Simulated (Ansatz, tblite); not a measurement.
# C27H17F3O4: a ladder of methods and basis sets

One table from this session's results is given with a row withheld; the runs are named, their logs left out.

Method: as each input shows; program: Ansatz 0.2.0, Gaussian basis.

Levels to be run: GFN1-xTB, GFN2-xTB, PBE-D4/def2-TZVP, r2SCAN-D4/def2-TZVP, PBE-D4/def2-SVP, PBE0-D4/def2-SVP.

1 further run of the same task is left out (set aside as unsound or not needed).

## The structure

The geometry is that of the singlet, from an earlier relaxation (PBE-D4/def2-SVP).

SMILES `COc1ccc(-c2ccc(-c3ccc(-c4ccc(-c5ccc(C(F)=C(F)F)cc5)o4)o3)o2)cc1`, 51 atoms, charge 0, spin multiplicity 1.

Bond lengths: C1–O2 1.415 Å, C1–H35 1.114 Å, C1–H36 1.114 Å, C1–H37 1.106 Å, O2–C3 1.360 Å, C3–C4 1.413 Å, C3–C34 1.412 Å, C4–C5 1.392 Å, C4–H38 1.100 Å, C5–C6 1.419 Å, C5–H39 1.099 Å, C6–C7 1.453 Å, C6–C33 1.413 Å, C7–C8 1.390 Å, C7–O32 1.373 Å, C8–C9 1.422 Å, C8–H40 1.095 Å, C9–C10 1.389 Å and more. Angles: O2–C1–H35 111.9°, O2–C1–H36 111.9°, O2–C1–H37 106.5°, H35–C1–H36 108.6°, H35–C1–H37 108.9°, H36–C1–H37 108.9°, C1–O2–C3 118.5°, O2–C3–C4 116.1°, O2–C3–C34 124.7°, C4–C3–C34 119.2°, C3–C4–C5 120.5°, C3–C4–H38 118.2°, C5–C4–H38 121.3°, C4–C5–C6 121.1°, C4–C5–H39 119.8°, C6–C5–H39 119.1°, C5–C6–C7 121.1°, C5–C6–C33 117.9° and more.

PBE0-D4/def2-TZVP was run before; its log isn't repeated, and its numbers join the tables.

The first run:

Tight binding, by tblite at 300 K electronic temperature and without a spin-polarisation term:

```python
tblite.interface.Calculator('GFN1-xTB', numbers, positions, charge=0, uhf=0).singlepoint()
```

Tight binding, by tblite at 300 K electronic temperature and without a spin-polarisation term:

```python
tblite.interface.Calculator('GFN2-xTB', numbers, positions, charge=0, uhf=0).singlepoint()
```

start.molden holds the orbitals of an earlier run on this state, given as this run's starting guess.

in.yaml

```yaml
crystal:
  periodic: [false, false, false]
  atoms:
    - {symbol: C, position_ang: [-10.770897, 0.432291, -1.333679]}
    - {symbol: O, position_ang: [-9.535114, 0.937761, -1.801044]}
    - {symbol: C, position_ang: [-8.389603, 0.484217, -1.225092]}
    - {symbol: C, position_ang: [-7.184382, 1.021794, -1.728867]}
    - {symbol: C, position_ang: [-5.958222, 0.621633, -1.204338]}
    - {symbol: C, position_ang: [-5.886812, -0.331310, -0.155837]}
    - {symbol: C, position_ang: [-4.608897, -0.747724, 0.395053]}
    - {symbol: C, position_ang: [-4.240921, -1.632580, 1.402082]}
    - {symbol: C, position_ang: [-2.821067, -1.608398, 1.480445]}
    - {symbol: C, position_ang: [-2.395581, -0.705182, 0.515041]}
    - {symbol: C, position_ang: [-1.102368, -0.245021, 0.108135]}
    - {symbol: C, position_ang: [-0.678755, 0.654111, -0.864217]}
    - {symbol: C, position_ang: [0.739802, 0.693888, -0.783729]}
    - {symbol: C, position_ang: [1.100795, -0.182071, 0.233102]}
    - {symbol: C, position_ang: [2.362161, -0.568967, 0.788010]}
    - {symbol: C, position_ang: [2.719455, -1.444338, 1.807564]}
    - {symbol: C, position_ang: [4.136605, -1.392714, 1.893581]}
    - {symbol: C, position_ang: [4.572573, -0.492851, 0.926918]}
    - {symbol: C, position_ang: [5.880212, -0.015544, 0.524610]}
    - {symbol: C, position_ang: [7.053521, -0.465475, 1.181058]}
    - {symbol: C, position_ang: [8.314956, -0.012515, 0.803383]}
    - {symbol: C, position_ang: [8.463289, 0.918954, -0.257154]}
    - {symbol: C, position_ang: [9.751623, 1.438350, -0.706604]}
    - {symbol: F, position_ang: [9.710366, 2.324298, -1.731005]}
    - {symbol: C, position_ang: [10.996398, 1.159044, -0.241093]}
    - {symbol: F, position_ang: [11.256573, 0.320447, 0.754265]}
    - {symbol: F, position_ang: [12.097319, 1.699478, -0.734370]}
    - {symbol: C, position_ang: [7.292001, 1.369367, -0.914323]}
    - {symbol: C, position_ang: [6.030543, 0.913619, -0.532965]}
    - {symbol: O, position_ang: [3.481790, 0.005604, 0.255120]}
    - {symbol: O, position_ang: [-0.020399, -0.754905, 0.776169]}
    - {symbol: O, position_ang: [-3.477554, -0.184974, -0.142106]}
    - {symbol: C, position_ang: [-7.099526, -0.861301, 0.338012]}
    - {symbol: C, position_ang: [-8.337041, -0.465803, -0.182430]}
    - {symbol: H, position_ang: [-10.934861, 0.664271, -0.257005]}
    - {symbol: H, position_ang: [-10.850427, -0.669234, -1.475865]}
    - {symbol: H, position_ang: [-11.558662, 0.928167, -1.930739]}
    - {symbol: H, position_ang: [-7.244034, 1.760489, -2.541232]}
    - {symbol: H, position_ang: [-5.027707, 1.048112, -1.604295]}
    - {symbol: H, position_ang: [-4.921511, -2.232112, 2.015324]}
    - {symbol: H, position_ang: [-2.173580, -2.175821, 2.156238]}
    - {symbol: H, position_ang: [-1.329405, 1.210033, -1.546411]}
    - {symbol: H, position_ang: [1.430955, 1.288222, -1.389624]}
    - {symbol: H, position_ang: [2.028294, -2.042395, 2.409457]}
    - {symbol: H, position_ang: [4.772503, -1.953249, 2.586636]}
    - {symbol: H, position_ang: [6.973934, -1.185837, 2.008431]}
    - {symbol: H, position_ang: [9.196507, -0.385395, 1.339545]}
    - {symbol: H, position_ang: [7.385005, 2.089991, -1.737988]}
    - {symbol: H, position_ang: [5.136324, 1.277476, -1.057932]}
    - {symbol: H, position_ang: [-7.080821, -1.602680, 1.150619]}
    - {symbol: H, position_ang: [-9.255360, -0.903213, 0.231148]}
basis:
  gaussian: {orbitals: def2-TZVP, fitting: {mean_field: def2-universal-jkfit}, initial_orbitals: start.molden}
hamiltonian: {xc: pbe, dispersion: d4}
scf: {omitted_lower_state_checks: [starts]}
output: {forces: true, orbitals: {seedname: orbitals}}
```

The run is started by

```console
$ ansatz run in.yaml --threads 2 --pin off --events-out ev --progress --plain --max-ram 32768MiB --backend cuda --devices 0, --max-vram 18GiB
```

Steps of the session up to this table: PBE-D4/def2-TZVP; r2SCAN-D4/def2-TZVP; PBE-D4/def2-SVP; PBE0-D4/def2-SVP.

One of the session's tables, all rows but one given; the rest of the session is left out.

It belongs to the step «Binding energy». 

```
              level  binding an atom (eV)
    PBE-D4/def2-SVP                     ?
   PBE-D4/def2-TZVP                 5.465
r2SCAN-D4/def2-TZVP                 5.261
   PBE0-D4/def2-SVP                 5.408
  PBE0-D4/def2-TZVP                 5.307
```

**Question.** Estimate the row for PBE-D4/def2-SVP.

The run gave: binding an atom (eV): 5.571. In the column «binding an atom (eV)» it is the highest.

Caveats from the session: Free atoms were run apart at each level; binding is atoms less cluster, divided by the number of atoms, without zero-point or spin-orbit terms.
